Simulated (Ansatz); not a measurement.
The system is CaIrN2.

```xyz
4
Lattice="1.6489 0.9520 5.0094 -1.6489 0.9520 5.0094 0.0000 -1.9039 5.0094" Properties=species:S:1:pos:R:3 pbc="T T T"
Ir    0.0000    0.0000    7.5141
Ca    0.0000    0.0000    0.0000
N     0.0000    0.0000    3.4697
N     0.0000    0.0000   11.5585
```

The cell comes from a database or a generator and needn't be the stable form of this composition.

- Program: Ansatz 0.2.0
- Task: relaxation of cell and atoms
- Functional: r2SCAN
- Potentials or basis: Ansatz PAW
- Cutoff: 500 eV (not typed: the program's choice for these potentials)
- k mesh: 9 × 9 × 9
- Occupations: fermi-dirac, width 0.05 eV
- Spin: no spin polarisation
- Hubbard terms: Ir d U = 3 eV

At the start: volume 11.79 Å³/atom.

Question: Where does the relaxation end?

Answer: It ends after 5 steps and the volume is 11.52 Å³/atom (-2.3 %); space group R-3m (No. 166, to 0.05 Å).

Step by step:
| step | energy change (eV) | largest force (eV/Å) | volume (Å³) |
| --- | --- | --- | --- |
| 1 | 0.0000 | 0.1825 | 47.18 |
| 2 | -0.0181 | 0.1116 | 45.68 |
| 3 | -0.0212 | 0.0000 | 46.11 |
| 4 | -0.0212 | 0.0007 | 46.08 |
| 5 | -0.0207 | 0.0008 | 46.08 |

Final structure:
```
Ir Ca N
1.0
     1.63273    0.94266    4.98984
    -1.63273    0.94266    4.98984
     0.00000   -1.88531    4.98984
Ir Ca N
1 1 2
Direct
  0.50000 0.50000 0.50000
  0.00000 0.00000 0.00000
  0.23224 0.23224 0.23224
  0.76776 0.76776 0.76776
```

Caveat: the plane-wave basis is chosen anew once the cell has moved, so the energies of steps on either side of that aren't comparable; U without spin polarisation on a metal has little footing; the PAW data sets come from PBE, with cores solved anew for the run's functional, which leaves a small shift of forces and pressure.
